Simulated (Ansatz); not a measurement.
**MoSe: magnetic order and moments**

One table from this session's results is given with a row withheld; the runs are named, their logs left out.

Computed with Ansatz 0.2.0 (DFT PBE, scalar-relativistic, plane waves, PAW, unless a step's input says otherwise).

## Starting point

The structure is cubic, space group F-43m (No. 216). The conventional cell has a = 5.418 Å, b = 5.418 Å, c = 5.418 Å, α = 90.00°, β = 90.00°, γ = 90.00°. Mo (site symmetry -43m) is surrounded by 4 Se at 2.35 Å. Around Se (site symmetry -43m) lie 4 Mo at 2.35 Å.

As a file:

```
Mo Se
1.0
     0.00000    2.70875    2.70875
     2.70875    0.00000    2.70875
     2.70875    2.70875    0.00000
Mo Se
1 1
Direct
  0.00000 0.00000 0.00000
  0.25000 0.25000 0.25000
```

This is a hypothetical structure, made by putting the elements on a prototype's sites.

The first run:

(A quick probe on a coarse mesh, which set the mesh and smearing, is not shown.)

Contents of input.yaml:

```yaml
crystal:
  lattice:
    - [0.0, 2.7087542727, 2.7087542727]
    - [2.7087542727, 0.0, 2.7087542727]
    - [2.7087542727, 2.7087542727, 0.0]
  atoms:
    - { symbol: Mo, position: [0.0, 0.0, 0.0], spin: 0.28 }
    - { symbol: Se, position: [0.25, 0.25, 0.25] }
basis:
  ecutwfc: 420
kpoints:
  mp_grid: { grid: [6, 6, 6] }
hamiltonian:
  xc: pbe
scf:
  occupations: { method: gaussian, width: 0.1 }
output:
  forces: true
  stress: true
  eigenvalues: true
  populations: true
magnetization:
  spin_polarized: true
relax:
  adjacent_minimum: "off"
  f_tol: 0.05
  max_steps: 80
  cell: { stress_tol: 0.5 }
```

Launch:

```bash
$ ansatz run input.yaml --threads 1 --pin off --max-ram 2560MiB --backend cpu --events-out ev --progress --plain --runs-dir out
```

Steps of the session up to this table: A loose first relaxation; The relaxation; Magnetic start: no spin polarisation; Start: ferromagnetic; Magnetic start: large parallel starting moments; Magnetic start: antiferromagnetic, doubled cell, propagation vector (0, 0, 1/2); Magnetic start: antiferromagnetic, doubled cell, propagation vector (0, 1/2, 1/2); Magnetic start: small parallel starting moments.

One table of the session follows, with a row left open; its other results are not shown here.

It belongs to the step «The magnetic starts in order of energy». 

| start | energy above the lowest (meV/atom) | pressure (GPa) |
| --- | --- | --- |
| ferromagnetic | 0.00 | 0.0 |
| large parallel starting moments | 0.00 | 0.0 |
| small parallel starting moments | 0.00 | 0.0 |
| antiferromagnetic, doubled cell, propagation vector (0, 1/2, 1/2) | ? | ? |
| antiferromagnetic, doubled cell, propagation vector (0, 0, 1/2) | 6.79 | -0.6 |
| no spin | 11.1 | -1.7 |

Q: Estimate the row for antiferromagnetic, doubled cell, propagation vector (0, 1/2, 1/2) from the others.

As computed: energy above the lowest (meV/atom): 5.21; pressure (GPa): -0.3. In the column «energy above the lowest (meV/atom)» it lies between small parallel starting moments (0.00) and antiferromagnetic, doubled cell, propagation vector (0, 0, 1/2) (6.79).

To keep in mind: Only these starts were tried, so a lower state is not ruled out.
